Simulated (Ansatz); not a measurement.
# CClFI₂, SMILES FC(Cl)(I)I: a single point in a Gaussian basis

Computed with Ansatz 0.2.0, Python API.

Contents of `cclfi2.xyz`:
```text
5

F     1.25630   -0.77000   -0.43960
C     0.08950   -0.09780    0.00260
Cl   -0.38570   -0.76160    1.56480
I    -1.39120   -0.37750   -1.34680
I     0.48090    1.93330    0.17750
```

Typed at the interpreter:
```pycon
>>> import warnings
>>> import ansatz
>>> import numpy as np
>>> warnings.simplefilter("ignore", ansatz.DeckWarning)
>>> geometry = ansatz.Crystal.molecule_from_extxyz("cclfi2.xyz")
>>> job = (
...     geometry.calculation()
...     .basis(gaussian="def2-SVP")
...     .functional("CAM-B3LYP")
...     .forces()
... )
>>> rep = job.session().plan(threads=1).execute().report

>>> for key in ("converged", "free_energy_ev", "reference_energy_ev", "n_frozen", "n_occupied", "n_virtual"):
...     print(f"{key:22s} {rep[key]}")
...
converged              True
free_energy_ev         -32469.0449029433
reference_energy_ev    -32469.0449029433
n_frozen               0
n_occupied             [41, 41]
n_virtual              [57, 57]
>>> symbols = [site.symbol for site in geometry.cartesian_sites]
>>> forces = np.array(rep["forces_ev_ang"])
>>> print("largest force", round(float(np.linalg.norm(forces, axis=1).max()), 4), "eV/A, rms", round(float(np.sqrt((forces ** 2).mean())), 4))
largest force 3.0478 eV/A, rms 1.2989
>>> charges = rep["charge_distribution"]
>>> dipole = np.array(charges["dipole_moment_e_ang"]) * 4.803205
>>> print("dipole (D): {:.3f} {:.3f} {:.3f}, length {:.3f}".format(*dipole, np.linalg.norm(dipole)))
dipole (D): -1.007 0.854 -0.174, length 1.332
>>> print("atom  Mulliken   Lowdin")
atom  Mulliken   Lowdin
>>> for symbol, m, l in zip(symbols, charges["mulliken_charges_e"], charges["lowdin_charges_e"]):
...     print(f"{symbol:4s} {m:9.3f} {l:8.3f}")
...
F       -0.208    0.002
C       -0.049   -0.585
Cl      -0.027    0.205
I        0.147    0.198
I        0.137    0.180
```

What to keep in mind:
- Total energies depend on the basis set; only differences at equal settings carry meaning.
- The geometry is a force-field or estimated start, not a minimum of this method, and the basis set is short of its limit.
- def2 sets replace the cores of elements past krypton by effective core potentials.
- The Löwdin charges here are taken after orthogonalising the functions within each atom; they differ from plain Löwdin charges, and their signs can be unphysical.
- Wall time of the script: 6 s on 1 thread of Arm Neoverse V2, with other jobs on the host, peak memory 0.35 GiB.

(Lines on the test bed's own set-up are left out of the output.)
